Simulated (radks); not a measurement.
# Ga²⁺ in [Ar] 3d10 4p1: an all-electron calculation

What are the levels of the gallium ion Ga2+, how large are its shells, and how does its energy divide?

Method: scalar-relativistic Kohn-Sham, revPBE, spin-unpolarised, spherical densities, finite nucleus. Code: radks (a radial shooting solver on a logarithmic mesh, Libxc functionals) version 1.

## Step 1: The atom as given

| Quantity | Value |
| --- | --- |
| element | gallium (Z = 31) |
| charge | +2 |
| electrons | 29 |
| configuration | [Ar] 3d10 4p1 |
| nuclear rms radius | 3.9973 fm |

The outer shells:

Ga²⁺
```
[Ar] core
3d [↑↓][↑↓][↑↓][↑↓][↑↓]
4p [↑ ][  ][  ]
```

## Step 2: The run

Input:

```text
Z 31
configuration [Ar] 3d10 4p1 4s0 4d0 5p0 4f0
relativity scalar-relativistic
functional pbe_r,pbe
spin unpolarised
nucleus finite rms 3.9973 fm
c 137.035999084
```

Q: Predict the outcome of this run.

The runs gave:

| quantity | value |
| --- | --- |
| total energy | -1942.79887 hartree |
| exchange-correlation share of it | 3.87 % |
| −T/E | 1.0170 |
| highest occupied level | 4p, -18.403 eV |
| most extended occupied level | 4p, <r> = 2.50 bohr |
| radius at density 0.001 e/bohr³ | 3.62 bohr |
| maxima of the radial density | 3 |

**Reading.** The radial density shows 3 maxima for 4 occupied principal shells; where shells overlap, one shows as a shoulder or not at all. −T/E is 1.017: with relativity the kinetic term as defined here no longer equals −E. This is not the tabulated ground configuration, so its levels and sizes aren't those of the ground state, and no measured value stands beside it.
